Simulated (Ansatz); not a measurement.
The system is Ta3AsAu2O13.

```
CELL_PARAMETERS angstrom
5.24237 3.02668 4.14273
-5.24237 3.02668 4.14273
0.00000 -6.05337 4.14273
ATOMIC_POSITIONS crystal
Ta 0.23108 0.57229 0.23108
Ta 0.23108 0.23108 0.57229
Ta 0.57229 0.23108 0.23108
As 0.55878 0.55878 0.55878
Au 0.96559 0.96559 0.96559
Au 0.75105 0.75105 0.75105
O 0.40884 0.66762 0.40884
O 0.40884 0.40884 0.66762
O 0.66762 0.40884 0.40884
O 0.49726 0.01313 0.36024
O 0.36024 0.49726 0.01313
O 0.01313 0.36024 0.49726
O 0.36024 0.01313 0.49726
O 0.01313 0.49726 0.36024
O 0.49726 0.36024 0.01313
O 0.10963 0.74806 0.10963
O 0.10963 0.10963 0.74806
O 0.74806 0.10963 0.10963
O 0.30840 0.30840 0.30840
```

The cell was built by a generator and needn't be a form met in nature.

| Quantity | Value |
| --- | --- |
| Program | Ansatz 0.2.0 |
| Task | relaxation of cell and atoms |
| Functional | BLYP |
| Potentials or basis | Ansatz PAW soft_1 |
| Cutoff | 420 eV (not typed: the program's choice for these potentials) |
| k mesh | 3 × 3 × 3 |
| Occupations | fermi-dirac, width 0.05 eV |
| Spin | no spin polarisation |

At the start: volume 20.76 Å³/atom.

Where does the relaxation end?

It ends after 10 steps and the volume is 21.55 Å³/atom (+3.8 %); space group R3m (No. 160, to 0.05 Å).

Step by step:
```csv
step,energy change (eV),largest force (eV/Å),volume (Å³)
1,0.0000,0.3833,394.40
2,-0.0558,0.2427,408.74
3,-0.0684,0.1727,407.69
4,-0.0715,0.0586,407.58
5,-0.0716,0.0120,407.70
6,-0.1012,0.0120,407.70
7,-0.1006,0.0090,408.23
8,-0.0986,0.0185,409.42
9,-0.0987,0.0071,409.40
10,-0.1026,0.0072,409.40
```

Final structure:
```xyz
19
Lattice="5.2945 3.0568 4.2162 -5.2945 3.0568 4.2162 0.0000 -6.1135 4.2162" Properties=species:S:1:pos:R:3 pbc="T T T"
Ta   -1.8035    1.0413    4.3618
Ta    0.0000   -2.0825    4.3618
Ta    1.8035    1.0413    4.3618
As    0.0000    0.0000    7.0427
Au    0.0000    0.0000   12.1990
Au    0.0000    0.0000    9.4825
O    -1.3673    0.7894    6.2431
O     0.0000   -1.5789    6.2431
O     1.3673    0.7894    6.2431
O     2.5647   -0.6385    3.6808
O    -0.7294    2.5404    3.6808
O    -1.8353   -1.9018    3.6808
O     1.8353   -1.9018    3.6808
O    -2.5647   -0.6385    3.6808
O     0.7294    2.5404    3.6808
O    -3.3705    1.9459    4.0905
O     0.0000   -3.8919    4.0905
O     3.3705    1.9459    4.0905
O     0.0000    0.0000    3.9166
```

Caveat: the plane-wave basis is chosen anew once the cell has moved, so the energies of steps on either side of that aren't comparable; the PAW data sets come from PBE, with cores solved anew for the run's functional, which leaves a small shift of forces and pressure.
